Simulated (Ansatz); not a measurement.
**CH₃Cl₃OTi: up Jacob's ladder to CCSD(T)**

An exercise on one series of results from a longer session: the logs are not shown, and one member is left open.

Method: functionals in def2-TZVPP, the program's frozen cores in correlated methods; program: Ansatz 0.2.0, Gaussian basis.

Levels to be run: LDA (SPW92), PBE-D4, revPBE-D4, BLYP-D4, r2SCAN-D4, B97M-V, PBE0-D4, B3LYP-D4, r2SCANh-D4, r2SCAN0-D4, HSE06-D4, BHLYP-D4, CAM-B3LYP-D4, LC-ωPBE, ωB97X-V, ωB97M-V, B2PLYP, PBE-QIDH; CCSD(T)/def2-SVP; MP2/def2-TZVPP; MP2/def2-QZVPP; RPA on PBE.

## The relaxed structure

All runs share one geometry, relaxed beforehand with PBE0-D4 in a triple-zeta def2 set.

9 atoms, charge 0, spin multiplicity 1.

Atoms are counted from 1 here; the program's logs count them from 0.

Bond lengths: C1–O2 1.395 Å, C1–H7 1.093 Å, C1–H8 1.093 Å, C1–H9 1.093 Å, O2–Ti3 1.719 Å, Ti3–Cl4 2.187 Å, Ti3–Cl5 2.187 Å, Ti3–Cl6 2.187 Å. Angles: O2–C1–H7 109.4°, O2–C1–H8 109.4°, O2–C1–H9 109.4°, H7–C1–H8 109.5°, H7–C1–H9 109.5°, H8–C1–H9 109.5°, C1–O2–Ti3 179.9°, O2–Ti3–Cl4 108.6°, O2–Ti3–Cl5 108.6°, O2–Ti3–Cl6 108.6°, Cl4–Ti3–Cl5 110.3°, Cl4–Ti3–Cl6 110.3°, Cl5–Ti3–Cl6 110.3°.

The first run:

The input, in.yaml:

```yaml
crystal:
  periodic: [false, false, false]
  atoms:
    - {symbol: C, position_ang: [0.275865, -1.394594, 0.847478]}
    - {symbol: O, position_ang: [0.051308, -0.220714, 0.128872]}
    - {symbol: Ti, position_ang: [-0.225985, 1.226770, -0.755204]}
    - {symbol: Cl, position_ang: [-1.893958, 0.895580, -2.130840]}
    - {symbol: Cl, position_ang: [1.590048, 1.723123, -1.868683]}
    - {symbol: Cl, position_ang: [-0.711910, 2.824906, 0.657091]}
    - {symbol: H, position_ang: [1.296845, -1.740308, 0.668957]}
    - {symbol: H, position_ang: [-0.431270, -2.161099, 0.521557]}
    - {symbol: H, position_ang: [0.137558, -1.200064, 1.913671]}
basis:
  gaussian: {orbitals: def2-TZVPP}
hamiltonian: {xc: lda}
output: {orbitals: {seedname: orbitals}}
```

Started as:

```console
ansatz run in.yaml --threads 4 --pin off --events-out ev --progress --plain --max-ram 11315MiB
```

Among the steps run: LDA; PBE-D4 (GGA); revPBE-D4 (GGA); BLYP-D4 (GGA); r2SCAN-D4 (meta-GGA); B97M-V (meta-GGA); PBE0-D4 (hybrid); B3LYP-D4 (hybrid); r2SCANh-D4 (hybrid); r2SCAN0-D4 (hybrid); HSE06-D4 (hybrid); BHLYP-D4 (hybrid); CAM-B3LYP-D4 (range-separated); LC-ωPBE (range-separated); ωB97X-V (range-separated); ωB97M-V (range-separated); B2PLYP (double hybrid); PBE-QIDH (double hybrid).

One table of the session follows, with a row left open; its other results are not shown here.

It belongs to the step «Orbital energies across the functionals». 

```
  functional  HOMO (eV)  LUMO (eV)  gap (eV)
 LDA (SPW92)      -7.81      -3.92      3.89
      PBE-D4      -7.67      -3.72      3.96
   revPBE-D4      -7.62      -3.64      3.98
     BLYP-D4      -7.52      -3.60      3.92
   r2SCAN-D4      -8.04      -3.72      4.32
      B97M-V      -8.13      -3.74      4.39
     PBE0-D4      -9.06      -2.91      6.16
    B3LYP-D4      -8.78      -3.13      5.65
  r2SCANh-D4      -8.56      -3.40      5.16
  r2SCAN0-D4      -9.32      -2.89      6.43
    HSE06-D4      -8.66      -3.28      5.38
    BHLYP-D4     -10.29      -1.88      8.41
CAM-B3LYP-D4          ?          ?         ?
     LC-ωPBE     -11.78      -0.84     10.95
     ωB97X-V     -11.41      -0.82     10.59
     ωB97M-V     -11.24      -0.78     10.46
```

Estimate the missing values for CAM-B3LYP-D4.

**Answer.** HOMO (eV): -10.37; LUMO (eV): -1.86; gap (eV): 8.52. In the column «HOMO (eV)» it lies between ωB97M-V (-11.24) and BHLYP-D4 (-10.29).
